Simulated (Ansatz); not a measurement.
# FGaH2OS: the cost of one run

All numbers below are computed with Ansatz 0.2.0 (RKS B3LYP-D4/def2-SVP).

### Step 1. The system as given

Bond lengths: F1–Ga2 1.729 Å, Ga2–O3 1.775 Å, O3–S4 1.668 Å, Ga2–H5 1.523 Å, S4–H6 1.346 Å. Angles: F1–Ga2–O3 109.7°, F1–Ga2–H5 121.6°, O3–Ga2–H5 128.7°, Ga2–O3–S4 133.8°, O3–S4–H6 96.7°.

As a file:

```xyz
6

F    -0.5410   -2.5000    0.1895
Ga    0.3836   -1.0423    0.2907
O    -0.6781    0.3577    0.0384
S    -0.4481    2.0088    0.1035
H     1.8762   -1.0627    0.5927
H    -0.5926    2.2385   -1.2148
```

### Step 2. End point A

Input file input.yaml:

```yaml
crystal:
  periodic: [false, false, false]
  atoms:
    - { symbol: F, position_ang: [-0.54104, -2.50002, 0.18949] }
    - { symbol: Ga, position_ang: [0.38363, -1.0423, 0.29071] }
    - { symbol: O, position_ang: [-0.67811, 0.35766, 0.03837] }
    - { symbol: S, position_ang: [-0.44811, 2.00883, 0.10351] }
    - { symbol: H, position_ang: [1.87621, -1.06265, 0.59272] }
    - { symbol: H, position_ang: [-0.59258, 2.23849, -1.21481] }
basis:
  gaussian: { orbitals: def2-SVP }
hamiltonian:
  xc: b3lyp
  dispersion: d4
relax:
  f_tol: 0.02
  max_steps: 50
```

Launch:

```sh
$ ansatz run input.yaml --threads 2 --pin off --max-ram 3072MiB --backend cpu --events-out ev --progress --plain --runs-dir out
```

What time and memory should one allow on 2 threads of Arm Neoverse V1, shared host?

About 21 s, with a peak of 0.18 GiB.
